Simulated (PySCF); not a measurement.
# C₂H₉NOSi: electronic excitations and core binding energies

Aim: predict the electronic excitations and core binding energies of C₂H₉NOSi (`N[SiH2]CCO`).

Programs: PySCF 2.14.0, with density-fitted response routines of our own. Each step states its level of theory. These are calculated values for one molecule in the gas phase, unless marked as measured. Atoms count from 0, in the outputs and in this text.

## (1) The molecule as given

14 atoms, charge 0, multiplicity 1; geometry from: GFN2-xTB.

Bonds of the start (Å): N0–Si1 1.72, Si1–C2 1.90, C2–C3 1.53, C3–O4 1.41, N0–H5 1.01, N0–H6 1.01, Si1–H7 1.47, Si1–H8 1.48, C2–H9 1.09, C2–H10 1.09, C3–H11 1.09, C3–H12 1.10, O4–H13 0.96.

## (2) Ultraviolet spectrum: wB97X-D/def2-SVPD

The job: settings as JSON, then the geometry in Å.

```
{"job": {"kind": "uv", "xc": "wB97X-D", "basis": "def2-SVPD", "nstates": 8, "ntriplets": 3}, "charge": 0, "multiplicity": 1}
N      2.457183    -0.045303    -0.225065
Si     0.885994    -0.662854     0.104567
C     -0.315866     0.738640    -0.351678
C     -1.751025     0.474145     0.091683
O     -2.335485    -0.638355    -0.543328
H      3.248655    -0.658411    -0.125233
H      2.701519     0.882024     0.082826
H      0.750005    -1.842305    -0.756402
H      0.632989    -1.069546     1.501686
H      0.008804     1.676263     0.101359
H     -0.310289     0.893219    -1.431173
H     -2.396716     1.318066    -0.169551
H     -1.783833     0.347524     1.184861
H     -1.792614    -1.413582    -0.366617
```

With the program's defaults for keys left out, this is: TDDFT wB97X-D/def2-SVPD, vertical, gas phase, core orbitals frozen in the response.

Command:

```console
$ OMP_NUM_THREADS=1 python probes_run.py task.json out
```

One launch serves the whole session: the jobs run in the order shown.

The program printed:

```text
coarse grid: 11528 points
cycle   1  E = -500.6495480206  dE =  4.042e-01  |g| = 6.765e-01  |ddm| = 4.326e+00
cycle   2  E = -500.6429111669  dE =  6.637e-03  |g| = 7.458e-01  |ddm| = 1.584e+00
cycle   3  E = -500.7451611389  dE = -1.022e-01  |g| = 5.439e-02  |ddm| = 6.818e-01
cycle   4  E = -500.7457347984  dE = -5.737e-04  |g| = 2.535e-02  |ddm| = 1.051e-01
cycle   5  E = -500.7458829519  dE = -1.482e-04  |g| = 6.730e-03  |ddm| = 6.911e-02
cycle   6  E = -500.7458938943  dE = -1.094e-05  |g| = 1.667e-03  |ddm| = 1.990e-02
cycle   7  E = -500.7458946576  dE = -7.633e-07  |g| = 5.690e-04  |ddm| = 8.632e-03
final grid: 104896 points
cycle   8  E = -500.8165091559  dE = -6.950e-05  |g| = 5.753e-03  |ddm| = 1.098e-01
cycle   9  E = -500.8165108513  dE = -1.695e-06  |g| = 5.530e-03  |ddm| = 1.582e-02
cycle  10  E = -500.8165172682  dE = -6.417e-06  |g| = 4.510e-04  |ddm| = 8.048e-03
cycle  11  E = -500.8165173320  dE = -6.375e-08  |g| = 2.700e-04  |ddm| = 2.449e-03
cycle  12  E = -500.8165173514  dE = -1.947e-08  |g| = 4.089e-05  |ddm| = 7.636e-04
cycle  13  E = -500.8165173523  dE = -8.333e-10  |g| = 2.276e-05  |ddm| = 3.015e-04
converged SCF energy = -500.8165173523

Static polarisability (au): isotropic 64.519, principal 58.203 62.883 72.472

Singlet excitations
state   eV       nm        f      main configurations
  1   6.5020    190.7   0.01910   H->L 0.94
  2   7.0442    176.0   0.00358   H-1->L 0.49, H-1->L+1 0.41
  3   7.4964    165.4   0.00974   H->L+1 0.66, H->L+2 0.12
  4   7.7932    159.1   0.00454   H->L+2 0.32, H-2->L 0.32, H->L+3 0.16
  5   7.9765    155.4   0.01430   H-2->L 0.45, H->L+2 0.23, H->L+1 0.09
  6   8.2054    151.1   0.04267   H->L+3 0.50, H->L+4 0.14, H->L+2 0.14
  7   8.3120    149.2   0.01056   H-1->L+1 0.35, H-1->L+2 0.24, H-1->L 0.14
  8   8.5156    145.6   0.00932   H-2->L+1 0.55, H-2->L+2 0.11

Triplet excitations (Tamm-Dancoff, eV): 6.2406 6.8106 7.3386
```

Wall time 44 s (1 thread of Arm Neoverse N1, shared host); peak memory 0.8 GiB.

Frontier orbitals and where they lie:

```csv
orbital,eV,atoms
HOMO−3,-11.62,"Si1 22 %, H7 19 %, C2 14 %"
HOMO−2,-10.50,"C2 28 %, Si1 18 %, C3 15 %"
HOMO−1,-9.87,"O4 60 %, C3 14 %, C2 9 %"
HOMO,-9.44,"N0 59 %, Si1 15 %, H8 10 %"
LUMO,1.78,"Si1 30 %, N0 11 %, H5 10 %"
LUMO+1,2.16,"Si1 31 %, O4 11 %, C3 11 %"
LUMO+2,2.67,"Si1 21 %, C2 12 %, H8 10 %"
```

With each of the 8 states as a Gaussian band of 0.4 eV half-width at 1/e, the curve within the window shown has maxima at 190 nm (ε 800), 152 nm (ε 2,800) L/(mol cm). Beyond the last state computed it falls off for lack of states. The curve at chosen wavelengths:

```csv
nm,ε (L/mol/cm)
141,479
144,1170
147,2068
149,2562
152,2830
155,2494
158,1871
160,1474
163,1026
166,742
169,559
171,474
174,398
177,391
180,458
182,534
185,665
188,768
191,798
193,767
196,659
199,509
202,355
204,266
207,160
210,89
```

Ground-state properties from the same run:

```csv
property,computed
dipole moment (D),2.72
polarisability (Å³),9.56
HOMO–LUMO gap (eV),11.23
−ε(HOMO) (eV),9.44
```

## (3) Core-electron binding energies: SCAN, X2C

Settings changed since step 2:

```diff
@@ -1,2 +1,2 @@
-{"job": {"kind": "uv", "xc": "wB97X-D", "basis": "def2-SVPD", "nstates": 8, "ntriplets": 3}, "charge": 0, "multiplicity": 1}
+{"job": {"kind": "xps"}, "charge": 0, "multiplicity": 1}
 N      2.457183    -0.045303    -0.225065
```

Level: delta-SCF UKS SCAN, pcX-2 on the ionised atom, pcseg-1 elsewhere, spin-free X2C.

The program printed:

```text
ground state, core basis on atom 0 (N), 150 functions
  cycle   1  E = -501.51523919  |g| = 7.91e-01
  cycle   2  E = -501.30292680  |g| = 1.28e+00
  cycle   3  E = -501.64472616  |g| = 1.14e-01
  cycle   4  E = -501.64716593  |g| = 5.28e-02
  cycle   5  E = -501.64788285  |g| = 9.22e-03
  cycle   6  E = -501.64790535  |g| = 2.20e-03
  cycle   7  E = -501.64790426  |g| = 1.51e-03
  cycle   8  E = -501.64790443  |g| = 3.27e-04
  E(ground) = -501.68838253 Eh
hole in N 1s of atom 0
  cycle   1  E = -486.08033646  |g| = 1.86e+00
  cycle   2  E = -483.49753895  |g| = 2.48e+00
  cycle   3  E = -486.31519179  |g| = 1.02e+00
  cycle   4  E = -486.73686313  |g| = 3.08e-01
  cycle   5  E = -486.76790989  |g| = 1.46e-01
  cycle   6  E = -486.77494656  |g| = 5.57e-02
  cycle   7  E = -486.77639021  |g| = 9.67e-03
  cycle   8  E = -486.77644027  |g| = 2.75e-03
  cycle   9  E = -486.77644387  |g| = 1.14e-03
  cycle  10  E = -486.77644662  |g| = 5.08e-04
  cycle  11  E = -486.77644670  |g| = 1.42e-04
  E(ion) = -486.81582716 Eh   <S^2> = 0.7642   hole on atom = 1.000   binding energy = 404.703 eV
ground state, core basis on atom 1 (Si), 161 functions
  cycle   1  E = -501.73231541  |g| = 2.88e-01
  cycle   2  E = -501.73235666  |g| = 4.19e-02
  cycle   3  E = -501.73226350  |g| = 3.85e-02
  cycle   4  E = -501.73251875  |g| = 1.16e-02
  cycle   5  E = -501.73254940  |g| = 1.13e-03
  cycle   6  E = -501.73254868  |g| = 1.33e-04
  E(ground) = -501.73313886 Eh
hole in Si 1s of atom 1
  cycle   1  E = -432.80944116  |g| = 4.35e+00
  cycle   2  E = -431.47032283  |g| = 2.58e+00
  cycle   3  E = -429.66705419  |g| = 2.29e+00
  cycle   4  E = -433.56521208  |g| = 7.74e-01
  cycle   5  E = -433.78906909  |g| = 3.97e-01
  cycle   6  E = -433.85854613  |g| = 1.08e-01
  cycle   7  E = -433.86347571  |g| = 2.78e-02
  cycle   8  E = -433.86381112  |g| = 1.01e-02
  cycle   9  E = -433.86385373  |g| = 4.48e-03
  cycle  10  E = -433.86386325  |g| = 5.24e-04
  cycle  11  E = -433.86386393  |g| = 2.30e-04
  E(ion) = -433.87227166 Eh   <S^2> = 0.7521   hole on atom = 1.000   binding energy = 1846.588 eV
hole in Si 2p of atom 1
  cycle   1  E = -497.46905692  |g| = 1.24e+00
  cycle   2  E = -497.03414187  |g| = 1.32e+00
  cycle   3  E = -497.67779147  |g| = 4.90e-01
  cycle   4  E = -497.78350248  |g| = 1.31e-01
  cycle   5  E = -497.78779906  |g| = 7.09e-02
  cycle   6  E = -497.78996797  |g| = 1.97e-02
  cycle   7  E = -497.79014197  |g| = 5.58e-03
  cycle   8  E = -497.79015780  |g| = 1.41e-03
  cycle   9  E = -497.79015885  |g| = 6.22e-04
  cycle  10  E = -497.79015850  |g| = 2.12e-04
  E(ion) = -497.80176224 Eh   <S^2> = 0.7516   hole on atom = 1.003   binding energy = 106.978 eV
  2p3/2 = 106.752 eV   2p1/2 = 107.375 eV
ground state, core basis on atom 2 (C), 150 functions
  cycle   1  E = -501.63455301  |g| = 6.22e-02
  cycle   2  E = -501.63454270  |g| = 2.93e-02
  cycle   3  E = -501.63465536  |g| = 2.16e-02
  cycle   4  E = -501.63476603  |g| = 4.66e-03
  cycle   5  E = -501.63477075  |g| = 6.89e-04
  cycle   6  E = -501.63477073  |g| = 2.32e-04
  E(ground) = -501.67682874 Eh
hole in C 1s of atom 2
  cycle   1  E = -490.40197007  |g| = 1.51e+00
  cycle   2  E = -489.63365894  |g| = 1.89e+00
  cycle   3  E = -490.91268632  |g| = 3.94e-01
  cycle   4  E = -490.94705525  |g| = 2.72e-01
  cycle   5  E = -490.97387839  |g| = 5.13e-02
  cycle   6  E = -490.97480606  |g| = 7.68e-03
  cycle   7  E = -490.97481981  |g| = 6.79e-03
  cycle   8  E = -490.97484226  |g| = 1.91e-03
  cycle   9  E = -490.97484369  |g| = 8.40e-04
  cycle  10  E = -490.97484393  |g| = 4.27e-04
  E(ion) = -491.01566007 Eh   <S^2> = 0.7678   hole on atom = 1.000   binding energy = 290.105 eV
ground state, core basis on atom 3 (C), 150 functions
  cycle   1  E = -501.63679550  |g| = 5.78e-02
  cycle   2  E = -501.63677457  |g| = 1.87e-02
  cycle   3  E = -501.63676046  |g| = 2.00e-02
  cycle   4  E = -501.63686199  |g| = 1.95e-03
  cycle   5  E = -501.63686290  |g| = 7.89e-04
  cycle   6  E = -501.63686362  |g| = 4.02e-05
  E(ground) = -501.67811661 Eh
hole in C 1s of atom 3
  cycle   1  E = -490.34893470  |g| = 1.50e+00
  cycle   2  E = -486.99982319  |g| = 2.61e+00
  cycle   3  E = -490.42810949  |g| = 1.01e+00
  cycle   4  E = -490.84376979  |g| = 3.84e-01
  cycle   5  E = -490.89486930  |g| = 1.59e-01
  cycle   6  E = -490.90210850  |g| = 7.21e-02
  cycle   7  E = -490.90427861  |g| = 1.33e-02
  cycle   8  E = -490.90436957  |g| = 4.36e-03
  cycle   9  E = -490.90438402  |g| = 1.82e-03
  cycle  10  E = -490.90438866  |g| = 9.92e-04
  cycle  11  E = -490.90438962  |g| = 4.71e-04
  E(ion) = -490.94462407 Eh   <S^2> = 0.7727   hole on atom = 1.000   binding energy = 292.073 eV
ground state, core basis on atom 4 (O), 150 functions
  cycle   1  E = -501.66337241  |g| = 9.26e-02
  cycle   2  E = -501.66328769  |g| = 2.93e-02
  cycle   3  E = -501.66313689  |g| = 4.16e-02
  cycle   4  E = -501.66344825  |g| = 3.07e-03
  cycle   5  E = -501.66345010  |g| = 4.54e-04
  E(ground) = -501.70360869 Eh
hole in O 1s of atom 4
  cycle   1  E = -481.06628578  |g| = 2.21e+00
  cycle   2  E = -478.61586306  |g| = 2.66e+00
  cycle   3  E = -481.35511235  |g| = 1.03e+00
  cycle   4  E = -481.80977735  |g| = 3.83e-01
  cycle   5  E = -481.86279579  |g| = 1.32e-01
  cycle   6  E = -481.87005049  |g| = 2.93e-02
  cycle   7  E = -481.87047332  |g| = 1.16e-02
  cycle   8  E = -481.87054151  |g| = 2.89e-03
  cycle   9  E = -481.87054619  |g| = 7.53e-04
  cycle  10  E = -481.87054582  |g| = 2.70e-04
  E(ion) = -481.91116069 Eh   <S^2> = 0.7619   hole on atom = 1.000   binding energy = 538.580 eV
```

Run time: 1.9 min. Hardware: 1 thread of Arm Neoverse N1, shared host; peak memory 0.6 GiB.

The holes in one table. −ε is the ground-state orbital energy:

```csv
hole,stands for,environment,ΔSCF (eV; 2p as the shell's mean),−ε (eV),⟨S²⟩
N1s on N0,N0,"nitrogen bonded to Si, 2 H",404.70,385.5,0.764
Si1s on Si1,Si1,"silicon bonded to C, N, 2 H",1846.59,1793.3,0.752
Si2p on Si1,Si1,"silicon bonded to C, N, 2 H",106.96,96.1,0.752
C1s on C2,C2,sp3 CH2 bonded to Si,290.11,273.3,0.768
C1s on C3,C3,sp3 CH2 bonded to O,292.07,274.8,0.773
O1s on O4,O4,alcohol oxygen,538.58,516.5,0.762
```

With the spin-orbit splitting: Si1 2p3/2 106.75, 2p1/2 107.38 eV. The table gives each 2p level as the mean over the whole 2p shell (two parts 2p3/2, one part 2p1/2), which differs a little from the single hole in the log.

## (4) What came out

| quantity | value |
| --- | --- |
| lowest singlet (wB97X-D/def2-SVPD) | 6.50 eV (191 nm), f = 0.019 |
| brightest single state of those computed | state 6, 8.21 eV, f = 0.043 |
| lowest triplet | 6.24 eV |
| C1s binding energies, SCAN/pcX-2 | C3 292.07, C2 290.11 eV |
| N1s binding energies, SCAN/pcX-2 | N0 404.70 eV |
| Si1s binding energies, SCAN/pcX-2 | Si1 1846.59 eV |
| Si2p binding energies, SCAN/pcX-2 | Si1 106.96 eV |
| O1s binding energies, SCAN/pcX-2 | O4 538.58 eV |

What this shows: The lowest singlet, at 6.50 eV, is HOMO→LUMO 0.94 and is weak; of the 8 states computed, the strongest absorption comes from state 6 at 8.21 eV. The lowest triplet lies 0.26 eV below the lowest singlet (triplets in Tamm-Dancoff, singlets in full TDDFT). The C1s levels kept as sound span 1.97 eV, from C2 (sp3 CH2 bonded to Si) up to C3 (sp3 CH2 bonded to O).
